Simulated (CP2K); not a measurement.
NiMoIrPdW:

```
CELL_PARAMETERS angstrom
4.11705 0.00000 0.00000
-2.05853 3.56547 0.00000
0.00000 0.00000 5.44580
ATOMIC_POSITIONS crystal
Ni 0.00000 0.00000 0.95775
Mo 0.66667 0.33333 0.96161
Pd 0.66667 0.33333 0.46295
Ir 0.33333 0.66667 0.72572
W 0.33333 0.66667 0.23642
```

The cell was built by a generator and needn't be a form met in nature.

Base run:

* Program: CP2K 2026.2
* Functional: PBEsol
* Potentials or basis: GTH_POTENTIALS Ni GTH-PBE-q18, Pd GTH-PBE-q18, Ir GTH-PBE-q17, W GTH-PBE-q14; POTENTIAL_UZH Mo GTH-PBE-q14; TZVP-MOLOPT-SR-GTH, TZVP-MOLOPT-PBE-GTH basis
* Density cutoff: 13606 eV
* k mesh: 8 × 8 × 5
* Occupations: fermi-dirac, width 0.05 eV
* Spin: collinear spin, ferromagnetic start
* Starting moments: [1.0, 1.0, 0.0, 0.6, 0.0] μB

Its results: band gap on the k mesh none (metal or under the smearing width); pressure -7.3 GPa; net moment 0.00 μB per cell; largest force 0.072 eV/Å.

Problem. The run is repeated on the same cell with these changes: functional from PBEsol to RPBE. What comes out?

Solution. Band gap on the k mesh none (metal or under the smearing width); pressure 3.7 GPa; net moment 0.00 μB per cell; largest force 0.092 eV/Å.

RPBE binds less tightly than PBEsol, so the same cell stands under more pressure.

Caveats: the potentials were made for another functional, which shifts forces and pressure; the basis of atomic orbitals isn't converged, which shifts pressures, moduli and gaps.

Not every run made on this cell is shown here.
